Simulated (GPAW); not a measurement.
Ti3S2:

```
CELL_PARAMETERS angstrom
2.71311 1.56642 3.23762
-2.71311 1.56642 3.23762
0.00000 -3.13283 3.23762
ATOMIC_POSITIONS crystal
Ti 0.00000 0.33565 0.66434
Ti 0.66434 0.00000 0.33565
Ti 0.33565 0.66434 0.00000
S 0.16784 0.16784 0.16784
S 0.83216 0.83216 0.83216
```

The cell comes from a database or a generator and needn't be the stable form of this composition.

Base run:

| Item | Value |
| --- | --- |
| Program | GPAW 26.7.0 |
| Functional | PBEsol |
| Potentials or basis | PAW data sets generated in the run's folder for this functional |
| Cutoff | 600 eV |
| Basis | pw |
| k mesh | 6 × 6 × 6 |
| Occupations | fermi-dirac, width 0.05 eV |
| Spin | no spin polarisation |
| Hubbard terms | Ti d U = 3 eV |

Its results: pressure -1.6 GPa; largest force 0.027 eV/Å.

The run is repeated on the same cell with these changes: hubbard terms from Ti d U = 3 eV to Ti d U = 4 eV. What comes out?

Pressure -0.6 GPa; largest force 0.052 eV/Å.

Caveats: U without spin polarisation on a metal has little footing.
